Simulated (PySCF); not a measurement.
# CH7NOSi: the cost of one run

Computed with PySCF 2.14.0; each step states its level. No surroundings beyond the atoms listed, unless a continuum is named. Atoms count from 0, parts from 1.

## Step 1: Starting point

11 atoms, charge 0, multiplicity 1; geometry: GFN2-xTB.

## Step 2: Optimising the geometry at PBE0-D3(BJ)/def2-SVPD

The job: settings as JSON, then the geometry in Å.

```
{"job": {"xc": "PBE0", "basis": "def2-SVPD", "d3": "d3bj", "grid": 2, "kind": "geom"}, "charge": 0, "multiplicity": 1}
C     -0.001233     0.909376    -1.490940
O      0.862060     0.318462    -0.570238
Si     0.534476    -0.827198     0.529784
N     -0.770373    -0.309344     1.537704
H      0.517947     1.753325    -1.949024
H     -0.913095     1.266189    -1.006445
H     -0.279263     0.194878    -2.270649
H      0.036150    -2.077605    -0.045584
H      1.868251    -0.920302     1.113458
H     -0.741864     0.629405     1.906186
H     -1.113056    -0.937187     2.245748
```

The run is started by

```sh
$ OMP_NUM_THREADS=1 python cluster_run.py task.json out
```

This one command runs all jobs of the session in turn.

Q: Estimate the wall time and peak memory of this first job on 1 thread of AMD EPYC 9R45, shared host.

About 72 s, with a peak of 0.59 GiB.
